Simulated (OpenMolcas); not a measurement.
**[SiCl3]+ (SMILES Cl[Si+](Cl)Cl): levels of theory compared**

We compute a comparison of 6 runs (BHLYP/aug-cc-pVDZ, BLYP/aug-cc-pVDZ, PBE/aug-cc-pVDZ, r2SCAN/aug-cc-pVDZ, MP2/aug-cc-pVDZ, CCSD(T)/aug-cc-pVDZ) of [SiCl3]+. 

The calculation is run with OpenMolcas 26.06.

1 further run of the same task is left out (set aside as unsound or not needed).

## (1) The system as given

[SiCl3]+: 4 atoms, total charge +1, spin state singlet. As SMILES, `Cl[Si+](Cl)Cl`. The coordinates come from a PBE0-D4/def2-TZVP relaxation.

Bond lengths: Cl1–Si2 1.947 Å, Si2–Cl3 1.947 Å, Si2–Cl4 1.947 Å. Angles: Cl1–Si2–Cl3 120.0°, Cl1–Si2–Cl4 120.0°, Cl3–Si2–Cl4 120.0°.

## (2) Energy and gradient at BHLYP/aug-cc-pVDZ (run 1)

job.inp reads:

```
* Cl3Si Kohn-Sham DFT
>>> EXPORT MOLCAS_PRINT=2

&GATEWAY
 BASLIB=$CurrDir
 COORD
 4
 angstrom
 Cl      -1.556000      -0.622300       0.990900
 Si       0.000000      -0.000100      -0.000100
 Cl       1.772000      -0.669600       0.449500
 Cl      -0.216000       1.292000      -1.440300
 BASIS=aug-cc-pVDZ
 GROUP=NoSym

&SEWARD
 GRIDINPUT
 Grid=UltraFine
 End of Grid

&SCF
 CHARGE=1
 KSDFT=HYB_GGA_XC_BHANDHLYP
 THRESHOLDS=1e-10 1e-07 1e-07 1e-05
 PRORBITALS=1 1

&ALASKA
```

The basis set aug-cc-pVDZ is read from a file made from the Basis Set Exchange's data (not shown).

Launch:

```console
$ export MOLCAS_MEM=1860
$ pymolcas job.inp > job.log
```

What it wrote:

```text
--- Start Module: gateway ---
[...]
--- Stop Module: gateway /rc=_RC_ALL_IS_WELL_ ---
[...]
      Basis functions          108
[...]
--- Start Module: scf ---
[...]
       Convergence after  14 Iterations
[...]
::    Total KS-DFT energy                           -1669.9184161388
[...]
      Total spin, S                                     0.0000000000
[...]
      Total electronic charge=   64.000000
      Total            charge=    1.000000
[...]
      Dipole Moment (debye):
      Origin of the operator (angstrom)=   -0.0000    0.0000    0.0000
                   X=  3.9406E-05               Y= -4.2661E-04               Z= -4.5728E-04           Total=  6.2662E-04
      Center of Charge (angstrom)
[...]
--- Stop Module: scf /rc=_RC_ALL_IS_WELL_ ---
[...]
--- Start Module: alaska ---
[...]
 *              Molecular gradients               *
 **************************************************
  Irreducible representation: a
 ------------------------------------------------------------------------------------------
                              X                       Y                       Z
 ------------------------------------------------------------------------------------------
  CL1               1.03311004642741E-02    4.13595763883734E-03   -6.57557975376477E-03
  SI2              -3.24422525787232E-07   -1.05804168446131E-05   -1.13667155629783E-05
  CL3              -1.17638586915234E-02    4.44596740092962E-03   -2.97655592350488E-03
  CL4               1.43308264991671E-03   -8.57134462286169E-03    9.56350239288284E-03
 ------------------------------------------------------------------------------------------
--- Stop Module: alaska /rc=_RC_ALL_IS_WELL_ ---
[...]
```

Wall time 41 s (1 thread of AMD EPYC 7R43 (Zen 3), shared host); peak memory 0.62 GiB.

## (3) Energy and forces at BLYP/aug-cc-pVDZ (run 2)

input.xyz reads:

```xyz
4

Cl    -1.556000    -0.622300     0.990900
Si     0.000000    -0.000100    -0.000100
Cl     1.772000    -0.669600     0.449500
Cl    -0.216000     1.292000    -1.440300
```

test.inp reads:

```
&GATEWAY
BASLIB=$CurrDir
COORD=input.xyz
BASIS=aug-cc-pVDZ
GROUP=NoSym
&SEWARD
GRIDINPUT
Grid=UltraFine
End of Grid
&SCF
CHARGE=1
KSDFT=BLYP
THRESHOLDS=1e-10 1e-07 1e-07 1e-05
PRORBITALS=0
&ALASKA
```

The basis set aug-cc-pVDZ is read from a file made from the Basis Set Exchange's data (not shown).

Launch:

```console
$ export MOLCAS_MEM=1860
$ pymolcas test.inp > test.log
```

What it wrote:

```text
--- Start Module: gateway ---
[...]
--- Stop Module: gateway /rc=_RC_ALL_IS_WELL_ ---
[...]
      Basis functions          108
[...]
--- Start Module: scf ---
[...]
       Convergence after  17 Iterations
[...]
::    Total KS-DFT energy                           -1669.9030512038
[...]
      Total spin, S                                     0.0000000000
[...]
      Total electronic charge=   64.000000
      Total            charge=    1.000000
[...]
      Dipole Moment (debye):
      Origin of the operator (angstrom)=   -0.0000    0.0000    0.0000
                   X=  4.0934E-05               Y= -3.3213E-04               Z= -3.6298E-04           Total=  4.9370E-04
      Center of Charge (angstrom)
[...]
--- Stop Module: scf /rc=_RC_ALL_IS_WELL_ ---
[...]
--- Start Module: alaska ---
[...]
 *              Molecular gradients               *
 **************************************************
  Irreducible representation: a
 ------------------------------------------------------------------------------------------
                              X                       Y                       Z
 ------------------------------------------------------------------------------------------
  CL1               2.46581693905128E-02    9.86458682372771E-03   -1.57009697678063E-02
  SI2              -7.12744300929364E-07   -5.02538057348383E-06   -6.65288152152266E-06
  CL3              -2.80808806319044E-02    1.06089172047081E-02   -7.11536101532850E-03
  CL4               3.42342398562412E-03   -2.04684786478246E-02    2.28229836646960E-02
 ------------------------------------------------------------------------------------------
--- Stop Module: alaska /rc=_RC_ALL_IS_WELL_ ---
[...]
```

It took 46 s on 1 thread of AMD EPYC 7R43 (Zen 3), shared host; peak memory 0.63 GiB.

Runs 3 to 5 aren't shown in full; the table further down has their settings and results.

## (4) A single-point energy at CCSD(T)/aug-cc-pVDZ (Cholesky decomposition) (run 6)

mol.input reads:

```
&gateway
  baslib=$CurrDir
  basisset
  Cl.aug-cc-pVDZ....
  Cl1 -1.556000 -0.622300 0.990900 angstrom
  Cl3 1.772000 -0.669600 0.449500 angstrom
  Cl4 -0.216000 1.292000 -1.440300 angstrom
  End of Basis
  basisset
  Si.aug-cc-pVDZ....
  Si2 0.000000 -0.000100 -0.000100 angstrom
  End of Basis

&seward
  high

&scf
  charge=1
  thresholds=1e-10 1e-07 1e-07 1e-05
  prorbitals=1 2

&chcc
  frozen=20
  threshold=1e-08
  maxiterations=80

&cht3
  frozen=20
```

The basis set aug-cc-pVDZ is read from a file made from the Basis Set Exchange's data (not shown).

Launch:

```console
$ export MOLCAS_MEM=1860
$ pymolcas mol.input > mol.log
```

What it wrote:

```text
--- Start Module: gateway ---
[...]
--- Stop Module: gateway /rc=_RC_ALL_IS_WELL_ ---
[...]
      Basis functions          108
[...]
       Convergence after  15 Iterations
[...]
::    Total SCF energy                              -1667.2788789847
[...]
      Total spin, S                                     0.0000000000
[...]
      Total electronic charge=   64.000000
      Total            charge=    1.000000
[...]
      Dipole Moment (debye):
      Origin of the operator (angstrom)=   -0.0000    0.0000    0.0000
                   X=  4.0544E-05               Y= -4.9811E-04               Z= -5.3023E-04           Total=  7.2863E-04
      Center of Charge (angstrom)
[...]
--- Start Module: chcc ---
[...]
--- Stop Module: chcc /rc=_RC_ALL_IS_WELL_ ---
[...]
--- Start Module: cht3 ---
[...]
--- Stop Module: cht3 /rc=_RC_ALL_IS_WELL_ ---
[...]
```

Run time: 3.5 min. Hardware: 1 thread of AMD EPYC 7R43 (Zen 3), shared host; peak memory 0.14 GiB.

## (5) All runs side by side

```
run                                         level      task  integration grid   energy (Eh)  HOMO energy (eV)  LUMO energy (eV)  HOMO–LUMO gap (eV)  wall time
  1                             BHLYP/aug-cc-pVDZ  gradient         UltraFine  -1669.918416            -16.74             -7.42                9.33       41 s
  2                              BLYP/aug-cc-pVDZ  gradient         UltraFine  -1669.903051            -13.85             -9.02                4.83       46 s
  3                               PBE/aug-cc-pVDZ  gradient         UltraFine  -1669.206076            -14.04             -9.20                4.84       47 s
  4                            r2SCAN/aug-cc-pVDZ  gradient         UltraFine  -1669.801414            -14.42             -9.00                5.42       46 s
  5                               MP2/aug-cc-pVDZ    energy                 –  -1667.786596            -18.80             -4.91               13.90       29 s
  6  CCSD(T)/aug-cc-pVDZ (Cholesky decomposition)    energy                 –  -1667.839908            -18.80             -4.91               13.90    3.5 min
```

## (6) Summary of results

| quantity | value |
| --- | --- |
| run 6: total energy | -1667.83991 Eh |
| run 6: HOMO energy (Hartree–Fock orbitals) | -18.80 eV |
| run 6: LUMO energy (Hartree–Fock orbitals) | -4.91 eV |
| run 6: HOMO–LUMO gap (Hartree–Fock orbitals) | 13.90 eV |
| run 6: correlation energy (20 core orbitals frozen) | -561.0 mEh |
| run 6: (T) correction | -18.12 mEh |

**Reading.** Over runs 1, 2, 3, 4 the HOMO–LUMO gap runs from 4.83 eV (BLYP/aug-cc-pVDZ) to 9.33 eV (BHLYP/aug-cc-pVDZ). Totals of different functionals can't be ranked against each other. All runs together took 7 min, the longest 3.5 min.
